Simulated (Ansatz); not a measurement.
# P: further runs on the relaxed cell

An exercise on one series of results from a longer session: the logs are not shown, and one member is left open.

Computed with Ansatz 0.2.0 (DFT PBEsol, scalar-relativistic, plane waves, PAW, unless a step's input says otherwise).

## Starting point

The structure is trigonal, space group R-3m (No. 166). The conventional cell has a = 3.441 Å, b = 3.441 Å, c = 8.804 Å, α = 90.00°, β = 90.00°, γ = 120.00°. Around P (site symmetry 3m) lie 6 P at 2.31 to 2.65 Å.

As a file:

```cif
data_structure
_symmetry_space_group_name_H-M 'R-3m:H'
_symmetry_Int_Tables_number 166
_cell_length_a 3.4409
_cell_length_b 3.4409
_cell_length_c 8.8040
_cell_angle_alpha 90.000
_cell_angle_beta 90.000
_cell_angle_gamma 120.000
_cell_volume 90.27
loop_
_atom_site_label
_atom_site_type_symbol
_atom_site_symmetry_multiplicity
_atom_site_Wyckoff_symbol
_atom_site_fract_x
_atom_site_fract_y
_atom_site_fract_z
_atom_site_occupancy
P1 P 6 c 0.33333 0.66667 0.90024 1
```

It goes back to an entry of the Materials Project, which need not be the stable form.

It is the result of an earlier relaxation at this level (volume 15.05 Å³/atom; gap on the mesh: none (metal)).

Set-up of the first run:

input.yaml

```yaml
crystal:
  lattice:
    - [1.7030661662, 0.9832657095, 2.9050356342]
    - [-1.7030661662, 0.9832657095, 2.9050356342]
    - [0.0, -1.966531419, 2.9050356342]
  atoms:
    - { symbol: P, position: [0.2335767673, 0.2335767673, 0.2335767673] }
    - { symbol: P, position: [0.7664232327, 0.7664232327, 0.7664232327] }
basis:
  ecutwfc: 420
kpoints:
  mp_grid: { grid: [15, 15, 15] }
hamiltonian:
  xc: pbesol
scf:
  occupations: { method: gaussian, width: 0.1 }
output:
  forces: true
  stress: true
  eigenvalues: true
relax:
  adjacent_minimum: "off"
  f_tol: 0.01
  max_steps: 30
  cell: { stress_tol: 0.1, fix: [volume] }
```

Command:

```sh
$ ansatz run input.yaml --threads 1 --pin off --max-ram 2560MiB --backend cpu --events-out ev --progress --plain --runs-dir out
```

Steps of the session up to this table: The cell scaled to 0.97 of its volume; Point at V/V0 = 1.03; Point at V/V0 = 0.94; Point at V/V0 = 1.06; Volume × 0.91; Point at V/V0 = 1.10; The cell scaled to 0.88 of its volume.

One table of the session follows, with a row left open; its other results are not shown here.

It belongs to the step «Energy against volume». 

```
volume (Å³/atom)  energy above the lowest point (meV/atom)  pressure (GPa)
          13.240                                      44.9           10.91
          13.691                                      21.0            6.19
          14.143                                       9.1            2.57
          14.594                                         ?               ?
          15.045                                       0.0           -0.02
          15.497                                       2.6           -1.76
          15.948                                       9.6           -3.23
          16.550                                      25.1           -4.87
```

Estimate the missing values for volume (Å³/atom) = 14.594.

Worked estimate for «energy above the lowest point (meV/atom)». A straight line through the neighbours (14.143, 9.1) and (15.045, 0.0) gives 9.1 + (0.0 − 9.1) × (14.594 − 14.143) / (15.045 − 14.143) = 4.6; a parabola fitted to 4 rows on both sides gives 2.1.

As computed: energy above the lowest point (meV/atom): 3.0; pressure (GPa): 1.94. In «energy above the lowest point (meV/atom)» the line misses by +1.6 and the parabola by -0.9.
